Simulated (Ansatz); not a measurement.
**U-revPBE/def2-SVPD run of GeSiH4F (SMILES F[SiH][GeH3])**

What is the vertical electron affinity of GeSiH4F at U-revPBE/def2-SVPD? 

Program for the calculation: Ansatz 0.2.0.

33 further runs of the same task are left out: 33 set aside as unsound or not needed. Runs told in other sessions of the task aren't counted.

## (1) The molecule

The species is GeSiH4F (7 atoms), meant as a doublet with charge 0. As SMILES, `F[SiH][GeH3]`. The coordinates come from a PBE0-D4/def2-TZVP relaxation.

Bond lengths: F1–Si2 1.610 Å, Si2–Ge3 2.386 Å, Si2–H4 1.494 Å, Ge3–H5 1.538 Å, Ge3–H6 1.535 Å, Ge3–H7 1.540 Å. Angles: F1–Si2–Ge3 110.1°, F1–Si2–H4 106.6°, Ge3–Si2–H4 113.1°, Si2–Ge3–H5 107.6°, Si2–Ge3–H6 109.9°, Si2–Ge3–H7 112.2°, H5–Ge3–H6 109.0°, H5–Ge3–H7 109.1°, H6–Ge3–H7 109.0°.

## (2) A single-point energy at U-revPBE/def2-SVPD

Contents of in.yaml:

```yaml
crystal:
  periodic: [false, false, false]
  atoms:
    - {symbol: F, position_ang: [-0.828200, -1.797600, 1.409500]}
    - {symbol: Si, position_ang: [-0.880400, -1.140500, -0.059400]}
    - {symbol: Ge, position_ang: [0.333800, 0.913400, -0.081600]}
    - {symbol: H, position_ang: [-0.325400, -2.158700, -1.001700]}
    - {symbol: H, position_ang: [0.289700, 1.465200, -1.516000]}
    - {symbol: H, position_ang: [-0.331000, 1.924700, 0.863100]}
    - {symbol: H, position_ang: [1.802700, 0.725500, 0.340400]}
basis:
  gaussian: {orbitals: def2-SVPD}
magnetization: {spin_polarized: true, initial_magnetization: 1}
hamiltonian: {xc: {name: revPBE}}
accuracy: high
output: {orbitals: {seedname: orbitals}}
```

The run is started by

```sh
$ ansatz run in.yaml --threads 1 --pin off --max-ram 3480MiB --events-out events.jsonl --progress --plain --runs-dir runs
```

The program printed:

```text
Warning: RAYON_NUM_THREADS=1 ignored (pool sized by the plan → 1); use --threads N
Functional definition: revPBE
  name "revPBE"
  parameter kappa = 1.245
  parameter beta = 0.06672455060314922
  exchange = pbe_x(kappa = kappa, mu = beta*pi^2/3)
  correlation = pbe_c(beta = beta)
2290 factors; integrals over basis functions are off by at most 4.5e-9 eV
mean field evaluation 1: about -67157.0435 eV, gradient 2.7e1 eV
mean field evaluation 2: about -67147.1997 eV, gradient 6.2e1 eV
mean field evaluation 4: about -67159.4588 eV, gradient 2.2e0 eV
mean field evaluation 8: about -67159.4685 eV, gradient 4.7e-2 eV
mean field evaluation 16: about -67159.4685 eV, gradient 2.2e-5 eV
mean field -67159.46847108 eV, -2468.0649439893 hartree, gradient 1.2e-8 eV, S^2 0.752580; 0 other end points of the search recorded, 0 dependent functions left out
reference -67159.46847664 eV, -2468.0649441939 hartree; 30, 29 occupied and 87, 88 virtual orbitals, 2290 factors
Total energy: -67159.46847664 eV, -2468.0649441939 hartree
```

It took 25 s on 1 thread of Arm Neoverse N1, shared host; peak memory 0.39 GiB.

## (3) The singlet anion, same level

in.yaml: that of step 2 with these lines changed.

```diff
@@ -11,5 +11,7 @@
 basis:
-  gaussian: {orbitals: def2-SVPD}
-magnetization: {spin_polarized: true, initial_magnetization: 1}
-hamiltonian: {xc: {name: revPBE}}
+  gaussian:
+    orbitals: def2-SVPD
+total_charge: -1
+hamiltonian:
+  xc: {name: revPBE}
 accuracy: high
```

The run is started by

```sh
$ ansatz run in.yaml --threads 1 --pin off --max-ram 3480MiB --events-out events.jsonl --progress --plain --runs-dir runs
```

The program printed, shortened:

```text
Warning: RAYON_NUM_THREADS=1 ignored (pool sized by the plan → 1); use --threads N
[... 6 set-up lines as earlier in the session ...]
2291 factors; integrals over basis functions are off by at most 4.5e-9 eV
mean field evaluation 1: about -67157.6421 eV, gradient 3.8e1 eV
mean field evaluation 2: about -67153.5387 eV, gradient 6.3e1 eV
mean field evaluation 4: about -67160.4265 eV, gradient 3.5e0 eV
mean field evaluation 8: about -67160.4409 eV, gradient 1.9e-1 eV
mean field evaluation 16: about -67160.4411 eV, gradient 3.3e-5 eV
mean field -67160.44112026 eV, -2468.1006881875 hartree, gradient 4.4e-8 eV, S^2 0.000000; 0 other end points of the search recorded, 0 dependent functions left out
reference -67160.44112564 eV, -2468.1006883853 hartree; 30, 30 occupied and 87, 87 virtual orbitals, 2291 factors
Total energy: -67160.44112564 eV, -2468.1006883853 hartree
```

It took 18 s on 1 thread of Arm Neoverse N1, shared host; peak memory 0.33 GiB.

## (4) Outcome

At U-revPBE/def2-SVPD:

```
                                                            quantity           value
                                       doublet GeSiH4F: total energy  -2468.06494 Eh
                 doublet GeSiH4F: HOMO energy (highest over α and β)        -5.17 eV
                  doublet GeSiH4F: LUMO energy (lowest over α and β)        -3.50 eV
                                               doublet GeSiH4F: ⟨S²⟩           0.753
                                         singlet anion: total energy  -2468.10069 Eh
                                          singlet anion: HOMO energy         1.62 eV
                                          singlet anion: LUMO energy         3.44 eV
singlet anion: HOMO–LUMO gap (to an unbound level, set by the basis)         1.83 eV
                   vertical electron affinity (to the singlet anion)        0.973 eV
```

What this shows: At fixed nuclei the extra electron is bound by 0.97 eV (93.8 kJ/mol). The HOMO (singlet anion) lies at positive energy, 1.62 eV, from the functional's self-interaction, a short basis or an electron that isn't bound; only total energies against the neutral tell.
